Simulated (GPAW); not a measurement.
AlSn:

```
Sn Al
1.0
     4.19811    0.00000    0.00000
    -2.09905    3.63567    0.00000
     0.00000    0.00000    3.30685
Sn Al
1 1
Cartesian
  0.0000 2.4238 1.6534
  0.0000 0.0000 0.0000
```

The cell comes from a database or a generator and needn't be the stable form of this composition.

Base run:

- Program: GPAW 26.7.0
- Functional: LDA
- Potentials or basis: the program's PAW data sets (release 1.2.1) made for this functional
- Cutoff: 600 eV
- Basis: pw
- k mesh: 7 × 7 × 8
- Occupations: gaussian, width 0.02 eV
- Spin: no spin polarisation

Its results: band gap on the k mesh none (metal or under the smearing width); pressure -3.1 GPa.

Problem. The run is repeated on the same cell with these changes: functional from LDA to RPBE. What comes out?

Solution. Band gap on the k mesh none (metal or under the smearing width); pressure 1.4 GPa.

RPBE binds less tightly than LDA, so the same cell stands under more pressure.
